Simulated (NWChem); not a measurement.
**One shape, several levels: C2H5AlCl2O (SMILES CC[O][Al]([Cl])[Cl])**

Aim: a comparison of 3 runs (HF/def2-SVP, CAM-B3LYP/STO-3G, PBE0/def2-SVP) of C2H5AlCl2O. 

The calculation is run with NWChem 7.3.0.

## (1) The structure to begin with

The species is C2H5AlCl2O (11 atoms), meant as a singlet with charge 0. SMILES: `CC[O][Al]([Cl])[Cl]`. Geometry: relaxed at PBE0-D4/def2-TZVP. This is one conformer, not always the lowest.

Bond lengths: C1–C2 1.511 Å, C2–O3 1.409 Å, O3–Al4 1.665 Å, Al4–Cl5 2.081 Å, Al4–Cl6 2.071 Å, C1–H7 1.093 Å, C1–H8 1.093 Å, C1–H9 1.092 Å, C2–H10 1.095 Å, C2–H11 1.097 Å. Some angles: C1–C2–O3 110.9°, C2–O3–Al4 135.4°, O3–Al4–Cl5 120.7°, O3–Al4–Cl6 119.3°, Cl5–Al4–Cl6 120.0°, C1–C2–H10 110.1°, C1–C2–H11 110.1°, O3–C2–H10 107.7°, O3–C2–H11 110.7°, C2–C1–H7 110.4°.

## (2) Energy and gradient at HF/def2-SVP (run 1)

Input file run.py:

```python
from ase import Atoms
from ase.calculators.nwchem import NWChem

atoms = Atoms('CCOAlClClHHHHH', positions=[
    [0.004900, -1.395000, 0.879400],
    [0.811900, -0.306800, 0.211400],
    [0.097200, 0.907000, 0.189100],
    [-0.696900, 1.794300, -0.974700],
    [-0.725100, 1.164300, -2.957800],
    [-1.659200, 3.546300, -0.431100],
    [0.587100, -2.318000, 0.939900],
    [-0.907400, -1.604900, 0.315200],
    [-0.277000, -1.096300, 1.890900],
    [1.742000, -0.135500, 0.763900],
    [1.088000, -0.612500, -0.805600],
])

calc = NWChem(
    label='c2h5alcl2o',
    theory='scf',
    memory='2200 mb',
    basis='def2-SVP',
    basispar='spherical bse',
    scf={'nopen': '0', 'rhf': None, 'thresh': '1e-08', 'maxiter': '80'},
)
atoms.calc = calc

forces = atoms.get_forces()
print("Total energy (eV):", round(atoms.get_potential_energy(), 6))
print("forces (eV/A):")
for s, f in zip(atoms.symbols, forces):
    print(f"{s:2s} {f[0]:10.5f} {f[1]:10.5f} {f[2]:10.5f}")
print("dipole (e A):", atoms.get_dipole_moment().round(4))
```

On the command line:

```sh
$ export ASE_NWCHEM_COMMAND="nwchem PREFIX.nwi > PREFIX.nwo"
$ python run.py
```

The log of the run:

```text
Total energy (eV): -35759.930181
forces (eV/A):
C    -0.04109   -0.12511    0.05872
C     0.06351    0.43580    0.12886
O     0.22888   -0.51114   -0.21865
Al    0.02052    0.04978    0.15797
Cl   -0.00242   -0.06047   -0.17813
Cl   -0.11318    0.19520    0.04283
H    -0.03492    0.01903   -0.00015
H     0.01419    0.00314    0.02936
H     0.00432   -0.00756   -0.04170
H    -0.10665   -0.05276   -0.08793
H    -0.03322    0.05404    0.10886
dipole (e A): [ 0.2164 -0.359   0.0946]
```

The calculator wrote c2h5alcl2o.nwi:

```
title "c2h5alcl2o"

permanent_dir c2h5alcl2o

scratch_dir c2h5alcl2o

start c2h5alcl2o

geometry units angstrom nocenter noautosym noautoz
  C  4.8999999999999998e-03 -1.3950000000000000e+00 8.7939999999999996e-01
  C  8.1189999999999996e-01 -3.0680000000000002e-01 2.1140000000000000e-01
  O  9.7199999999999995e-02 9.0700000000000003e-01 1.8909999999999999e-01
  Al -6.9689999999999996e-01 1.7943000000000000e+00 -9.7470000000000001e-01
  Cl -7.2509999999999997e-01 1.1642999999999999e+00 -2.9578000000000002e+00
  Cl -1.6592000000000000e+00 3.5463000000000000e+00 -4.3109999999999998e-01
  H  5.8709999999999996e-01 -2.3180000000000001e+00 9.3989999999999996e-01
  H  -9.0739999999999998e-01 -1.6049000000000000e+00 3.1519999999999998e-01
  H  -2.7700000000000002e-01 -1.0963000000000001e+00 1.8909000000000000e+00
  H  1.7420000000000000e+00 -1.3550000000000001e-01 7.6390000000000002e-01
  H  1.0880000000000001e+00 -6.1250000000000004e-01 -8.0559999999999998e-01
end

memory 2200 mb

basis spherical bse noprint
   * library def2-SVP
end

scf
  nopen 0
  rhf
  thresh 1e-08
  maxiter 80
end

task scf gradient
```

c2h5alcl2o.nwo:

```text
Northwest Computational Chemistry Package (NWChem) 7.3.0
             --------------------------------------------------------

           Job information
           ---------------

    nwchem branch   = 7.3.0
    use scalapack   = T
    input           = c2h5alcl2o.nwi
    prefix          = c2h5alcl2o.
    data base       = c2h5alcl2o/c2h5alcl2o.db
    status          = startup
    nproc           =        1

           Memory information
           ------------------

[... 5 lines left out ...]
    hardfail = no
[... 141 lines left out ...]
         Quadratically convergent ROHF
[... 15 lines left out ...]
       Final RHF  results
[... 4 lines left out ...]
      Two-electron energy =    906.429183641841
[... 55 lines left out ...]
                       ROHF Final Molecular Orbital Analysis
[... 313 lines left out ...]
                 ----------------------------------------
                 |  Time  |  1-e(secs)   |  2-e(secs)   |
                 ----------------------------------------
                 |  CPU   |       0.01   |       5.16   |
                 ----------------------------------------
                 |  WALL  |       0.01   |       5.16   |
                 ----------------------------------------

 Task  times  cpu:       26.2s     wall:       26.2s
 Total times  cpu:       26.2s     wall:       26.2s
```

Wall time 27 s (1 thread of Intel Xeon Platinum 8559C (Emerald Rapids), shared host); peak memory 0.1 GiB.

## (3) Energy and gradient at CAM-B3LYP/STO-3G (run 2)

Input file mymol.nw:

```
start mymol
memory 2200 mb
geometry units angstroms noautosym nocenter noautoz
C     0.004900   -1.395000    0.879400
C     0.811900   -0.306800    0.211400
O     0.097200    0.907000    0.189100
Al   -0.696900    1.794300   -0.974700
Cl   -0.725100    1.164300   -2.957800
Cl   -1.659200    3.546300   -0.431100
H     0.587100   -2.318000    0.939900
H    -0.907400   -1.604900    0.315200
H    -0.277000   -1.096300    1.890900
H     1.742000   -0.135500    0.763900
H     1.088000   -0.612500   -0.805600
end
basis spherical bse
* library STO-3G
end
dft
xc xcamb88 1.00 lyp 0.81 vwn_5 0.19 hfexch 1.00
cam 0.33 cam_alpha 0.19 cam_beta 0.46
grid xfine
convergence energy 1e-08
direct
maxiter 100
mulliken
end
task dft gradient
```

On the command line:

```sh
$ nwchem mymol.nw > mymol.out
```

The log of the run:

```text
[...]
          Wavefunction type:  closed shell.
          No. of atoms     :    11
          No. of electrons :    72
[...]
          Charge           :     0
          Spin multiplicity:     1
[...]
          AO basis - number of functions:    47
[...]
              XC Information
              --------------
                     Hartree-Fock (Exact) Exchange  1.000
                   CAM-Becke88 Exchange Functional  1.000
                      VWN V Correlation Functional  0.190 local
              Lee-Yang-Parr Correlation Functional  0.810
[...]
 d= 0,ls=0.0,diis     1  -1302.2643653094 -1.71D+03  3.83D-02  7.82D-01     2.3
[...]
 d= 0,ls=0.0,diis     9  -1302.4256386201 -3.81D-09  2.64D-06  1.70D-09    16.5
         Total DFT energy =    -1302.425638620086
      One electron energy =    -2614.144091096658
           Coulomb energy =     1001.044620284273
    Exchange-Corr. energy =      -96.511630865288
 Nuclear repulsion energy =      407.185463057587
[...]
      Total Density - Mulliken Population Analysis
     ---------------------------------------------
    Atom       Charge   Shell Charges
 -----------   ------   -------------------------------------------------------
    1 C    6     6.24   1.99  1.19  3.06
    2 C    6     6.04   1.99  1.17  2.87
    3 O    8     8.39   2.00  1.78  4.61
    4 Al  13    11.92   2.00  1.97  5.78  0.84  1.32
    5 Cl  17    17.43   2.00  2.00  5.99  1.99  5.45
    6 Cl  17    17.41   2.00  2.00  5.99  1.99  5.43
    7 H    1     0.91   0.91
    8 H    1     0.92   0.92
    9 H    1     0.91   0.91
   10 H    1     0.91   0.91
[...]
  wavefunction    = closed shell
[...]
```

Run time: 22 s. Hardware: 1 thread of Intel Xeon Platinum 8559C (Emerald Rapids), shared host; peak memory 0.15 GiB.

## (4) Energy and gradient at PBE0/def2-SVP (run 3)

Input file c2h5alcl2o.nw:

```
echo
start c2h5alcl2o
title "C2H5AlCl2O gradient"
memory stack 880 mb heap 220 mb global 1100 mb

geometry noautosym nocenter noautoz
 C     0.004900   -1.395000    0.879400
 C     0.811900   -0.306800    0.211400
 O     0.097200    0.907000    0.189100
 Al   -0.696900    1.794300   -0.974700
 Cl   -0.725100    1.164300   -2.957800
 Cl   -1.659200    3.546300   -0.431100
 H     0.587100   -2.318000    0.939900
 H    -0.907400   -1.604900    0.315200
 H    -0.277000   -1.096300    1.890900
 H     1.742000   -0.135500    0.763900
 H     1.088000   -0.612500   -0.805600
end

basis spherical bse
 * library def2-SVP
end

dft
 xc pbe0
 grid fine
 convergence energy 1e-08
 iterations 100
 mulliken
 noprint "final vectors analysis"
end

task dft gradient
```

On the command line:

```sh
$ nwchem c2h5alcl2o.nw > c2h5alcl2o.out
```

The log of the run:

```text
[...]
          Wavefunction type:  closed shell.
          No. of atoms     :    11
          No. of electrons :    72
[...]
          Charge           :     0
          Spin multiplicity:     1
[...]
          AO basis - number of functions:   121
[...]
              XC Information
              --------------
                         PBE0 Method XC Functional
                     Hartree-Fock (Exact) Exchange  0.250
          PerdewBurkeErnzerhof Exchange Functional  0.750
            Perdew 1991 LDA Correlation Functional  1.000 local
           PerdewBurkeErnz. Correlation Functional  1.000 non-local
[...]
 d= 0,ls=0.0,diis     1  -1316.3046158197 -1.72D+03  1.08D-02  7.80D-01     3.2
[...]
 d= 0,ls=0.0,diis     8  -1316.3948082185  3.90D-10  2.14D-06  1.14D-07    21.5
         Total DFT energy =    -1316.394808218472
      One electron energy =    -2628.325234157104
           Coulomb energy =     1000.771940696346
    Exchange-Corr. energy =      -96.026977815301
 Nuclear repulsion energy =      407.185463057587
[...]
  wavefunction    = closed shell
[...]
```

Wall time 29 s (1 thread of Intel Xeon Platinum 8559C (Emerald Rapids), shared host); peak memory 0.13 GiB.

## (5) The series

| run | level | iteration cap | module | energy (Eh) | dipole moment (D) | HOMO energy (eV) | LUMO energy (eV) | wall time |
| --- | --- | --- | --- | --- | --- | --- | --- | --- |
| 1 | HF/def2-SVP | 80 | scf | -1314.153206 | 2.06 | -12.35 | 2.41 | 27 s |
| 2 | CAM-B3LYP/STO-3G | 100 | dft | -1302.425639 | 3.33 | -6.71 | 4.11 | 22 s |
| 3 | PBE0/def2-SVP | 100 | dft | -1316.394808 | 1.93 | – | – | 29 s |

## (6) Results

| quantity | value |
| --- | --- |
| run 3: total energy | -1316.39481 Eh |
| run 3: dipole moment | 1.93 D |
| run 3: largest force on an atom | 0.545 eV/Å |

**Reading.** The dipole moment (its size) runs from 1.93 D (PBE0/def2-SVP) to 3.33 D (CAM-B3LYP/STO-3G). The two ends differ in method and basis. Totals of different functionals can't be ranked against each other. In run 2 the basis is minimal, so the values are rough. All runs together took 78 s, the longest 29 s.
